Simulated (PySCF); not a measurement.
# SmH3(NH3): other functionals and bases at one geometry

An exercise on one series of results from a longer session: the logs are not shown, and one member is left open.

Method: several levels, as the steps say, no spin–orbit coupling; program: PySCF 2.14.0.

1 further run of the same task is left out (for a known fault of the program).

## Starting geometry

8 atoms, charge 0, spin multiplicity 1.

Bond lengths: Sm1–H2 2.079 Å, Sm1–H3 2.079 Å, Sm1–H4 2.079 Å, Sm1–N5 2.560 Å, N5–H6 1.023 Å, N5–H7 1.023 Å, N5–H8 1.023 Å. Angles: H2–Sm1–H3 118.4°, H2–Sm1–H4 118.4°, H2–Sm1–N5 97.4°, H3–Sm1–H4 118.4°, H3–Sm1–N5 97.4°, H4–Sm1–N5 97.4°, Sm1–N5–H6 112.5°, Sm1–N5–H7 112.5°, Sm1–N5–H8 112.5°, H6–N5–H7 106.3°, H6–N5–H8 106.3°, H7–N5–H8 106.3°.

Coordinates:

| atom | x (Å) | y (Å) | z (Å) |
| --- | --- | --- | --- |
| Sm1 | 0.2456 | -0.2456 | 0.2456 |
| H2 | 1.2414 | 1.2844 | 1.2414 |
| H3 | -1.2844 | -1.2414 | 1.2414 |
| H4 | 1.2414 | -1.2414 | -1.2844 |
| N5 | -1.2324 | 1.2324 | -1.2324 |
| H6 | -1.8438 | 1.8438 | -0.6864 |
| H7 | -0.6864 | 1.8438 | -1.8438 |
| H8 | -1.8438 | 0.6864 | -1.8438 |

Formal oxidation states: Sm +3. Each metal's 5 4f electrons lie in its core potential, so multiplicities, spins and levels count the valence alone. An earlier session relaxed this geometry at PBE0, Sm lcecp-1-SVP with ECP51, H def2-SVP, N def2-SVP (singlet, point group C3v).

At PBE0 on the finer grid: E = -92.899948 Eh, HOMO -6.16 eV, LUMO -0.59 eV, Mulliken charge on Sm1 +0.62 e, largest force component 0.001 eV/Å. 

Levels to run: PBE; M06-L; PBE0, TZVP. Hardware: 2 threads of Intel Xeon at 2.50GHz (Skylake/Cascade Lake), shared host.

Set-up of the first run:

The input, run.py (the lines that set the calculation):

```python
mol = gto.M(atom='''
Sm     0.24557    -0.24557     0.24557
H      1.24138     1.28441     1.24138
H     -1.28441    -1.24138     1.24138
H      1.24138    -1.24138    -1.28441
N     -1.23238     1.23238    -1.23238
H     -1.84375     1.84375    -0.68642
H     -0.68642     1.84375    -1.84375
H     -1.84375     0.68642    -1.84375''',
    basis={'Sm': 'lcecp-1-SVP', 'H': 'def2-SVP', 'N': 'def2-SVP'},
    ecp={'Sm': 'lcecp-1-SVP'},
    charge=0, spin=0)
mf = dft.RKS(mol, xc='PBE')
mf.grids.atom_grid = (75, 302)  # f atoms: unpruned, at least (60, 302)
mf = mf.density_fit()  # fitting sets: Sm AutoAux, H def2-universal-JKFIT, N def2-universal-JKFIT
mf.conv_tol = 1e-08; mf.max_cycle = 55
mf.kernel(dm0)  # dm0: the density of the relaxed state
```

The run is started by

```
OMP_NUM_THREADS=2 python run.py
```

Among the steps run: PBE; M06-L; PBE0, TZVP.

One of the session's tables, all rows but one given; the rest of the session is left out.

| level | HOMO (eV) | gap (eV) | charge on Sm1 (e) | dipole (D) | largest force component (eV/Å) |
| --- | --- | --- | --- | --- | --- |
| PBE0 (relaxed here) | -6.16 | 5.58 | 0.62 | 5.75 | 0.00 |
| PBE | -4.98 | 3.50 | 0.43 | 5.70 | 0.24 |
| M06-L | ? | ? | ? | ? | ? |
| PBE0, TZVP | -6.20 | 5.48 | 0.82 | 5.63 | 0.22 |

**Question.** Estimate the row for M06-L.

As computed: HOMO (eV): -5.29; gap (eV): 4.36; charge on Sm1 (e): 0.88; dipole (D): 5.60; largest force component (eV/Å): 0.10. In the column «HOMO (eV)» it lies between PBE0 (relaxed here) (-6.16) and PBE (-4.98).

In one basis the HOMO–LUMO gap runs from 3.50 eV (PBE) to 5.58 eV (PBE0). The largest leftover force, 0.24 eV/Å with PBE, stands at a geometry relaxed at another level. With 4f in the core, its levels are missing from HOMO and gap, and its count is fixed, so no charge can pass from the ligands into it. Total energies of different levels can't be compared.
